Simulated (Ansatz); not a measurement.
# C2H3In (SMILES C#[C][InH2]) at PBE-QIDH/def2-SVPD (core potential)

Aim: the electronic atomisation energy of C2H3In at PBE-QIDH/def2-SVPD (core potential), from 4 runs. 

The calculation is run with Ansatz 0.2.0.

48 further runs of the same task are left out: 1 that didn't finish, 47 set aside as unsound or not needed.

## Step 1: Starting point

C2H3In has 6 atoms, charge 0, and is taken as a singlet. As SMILES, `C#[C][InH2]`. The coordinates come from a PBE0-D4/def2-TZVP relaxation.

Bond lengths: C1–C2 1.210 Å, C2–In3 2.097 Å, C1–H4 1.067 Å, In3–H5 1.713 Å, In3–H6 1.713 Å. Angles: C1–C2–In3 180.0°, C2–C1–H4 180.0°, C2–In3–H5 117.0°, C2–In3–H6 117.0°, H5–In3–H6 126.0°.

## Step 2: A single-point energy at PBE-QIDH/def2-SVPD (core potential)

run.yaml reads:

```yaml
crystal:
  periodic: [false, false, false]
  atoms:
    - {symbol: C, position_ang: [-0.186600, -1.928000, 0.015100]}
    - {symbol: C, position_ang: [-0.070400, -0.723400, 0.005900]}
    - {symbol: In, position_ang: [0.131900, 1.363900, -0.010600]}
    - {symbol: H, position_ang: [-0.289000, -2.989600, 0.023300]}
    - {symbol: H, position_ang: [0.673500, 2.081500, -1.468800]}
    - {symbol: H, position_ang: [-0.259400, 2.195500, 1.435000]}
basis:
  gaussian: {orbitals: def2-SVPD}
hamiltonian: {xc: {name: PBE-QIDH}}
total_charge: 0
correlation: {frozen_orbitals: {C: 1, H: 0, In: 4}}
output: {orbitals: {seedname: orbitals}}
accuracy: high
```

On the command line:

```
$ ansatz run run.yaml --threads 1 --pin off --max-ram 3480MiB --events-out events.jsonl --progress --plain --runs-dir runs
```

Output:

```text
Warning: RAYON_NUM_THREADS=1 ignored (pool sized by the plan → 1); use --threads N
Functional definition: PBE-QIDH
  name "PBE-QIDH"
  parameter a = 3^(-1/3)
  parameter c = 1/3
  exchange = (1 - a)*pbe_x + a*exact_x
  correlation = (1 - c)*pbe_c + c*(mp2_os + mp2_ss)
2051 factors; integrals over basis functions are off by at most 3.2e-9 eV
mean field evaluation 1: about -7275.1127 eV, gradient 2.8e1 eV
mean field evaluation 2: about -7275.1945 eV, gradient 2.8e1 eV
mean field evaluation 4: about -7277.4877 eV, gradient 2.1e0 eV
mean field evaluation 8: about -7277.5069 eV, gradient 1.6e-1 eV
mean field evaluation 16: about -7277.5070 eV, gradient 3.9e-5 eV
mean field -7277.50698843 eV, -267.4434489533 hartree, gradient 2.0e-8 eV, S^2 0.000000; 0 other end points of the search recorded, 0 dependent functions left out
6 core orbitals not correlated: weight in the atoms' cores, before any rotation towards them, 1.000 or more for the frozen orbitals, at most 0.000 for the correlated occupied ones
reference -7277.50699008 eV, -267.4434490139 hartree; 12, 12 occupied and 78, 78 virtual orbitals, 2051 factors
second order -11.29516697 eV of doubles, -0.00000000 eV of singles
Total energy: -7281.27204573 eV, -267.5818122573 hartree
```

It took 11 s on 1 thread of Arm Neoverse V2, shared host; peak memory 0.3 GiB.

## Step 3: The C atom

in.yaml reads:

```yaml
crystal:
  periodic: [false, false, false]
  atoms:
    - {symbol: C, position_ang: [0.000000, 0.000000, 0.000000]}
basis:
  gaussian: {orbitals: def2-SVPD}
magnetization: {spin_polarized: true, initial_magnetization: 2}
hamiltonian: {xc: {name: PBE-QIDH}}
correlation: {frozen_orbitals: {C: 1}}
accuracy: high
```

Run the same way, it converges to -37.75078 Eh (log not shown).

## Step 4: The H atom at the same level

input.yaml reads:

```yaml
basis:
  gaussian:
    orbitals: def2-SVPD
crystal:
  periodic: [false, false, false]
  atoms:
    - symbol: H
      position_ang: [0.000000, 0.000000, 0.000000]
magnetization:
  spin_polarized: true
  initial_magnetization: 1
hamiltonian:
  xc: {name: PBE-QIDH}
correlation:
  frozen_orbitals: {H: 0}
accuracy: high
```

Run the same way, it converges to -0.50124 Eh (log not shown).

## Step 5: The In atom

input.yaml reads:

```yaml
crystal:
  periodic: [false, false, false]
  atoms:
    - {symbol: In, position_ang: [0.000000, 0.000000, 0.000000]}
basis:
  gaussian:
    orbitals: def2-SVPD
magnetization:
  spin_polarized: true
  initial_magnetization: 1
hamiltonian:
  xc: {name: PBE-QIDH}
correlation:
  frozen_orbitals: {In: 4}
accuracy: high
```

Run the same way, it converges to -189.82764 Eh (log not shown).

## Step 6: Outcome

At PBE-QIDH/def2-SVPD (core potential), 6 core orbitals frozen:

| quantity | value |
| --- | --- |
| molecule: total energy | -267.58181 Eh |
| molecule: HOMO energy (SCF part's orbitals) | -9.61 eV |
| molecule: LUMO energy (SCF part's orbitals) | -0.54 eV |
| molecule: HOMO–LUMO gap (SCF part's orbitals) | 9.07 eV |
| C atom: total energy | -37.75078 Eh |
| C atom: ⟨S²⟩ | 2.006 |
| H atom: total energy | -0.50124 Eh |
| H atom: ⟨S²⟩ | 0.750 |
| In atom: total energy | -189.82764 Eh |
| In atom: ⟨S²⟩ | 0.757 |
| electronic atomisation energy | 20.378 eV |

Taking the molecule apart into free atoms costs 20.38 eV (470 kcal/mol), before zero-point energy and without spin-orbit coupling.
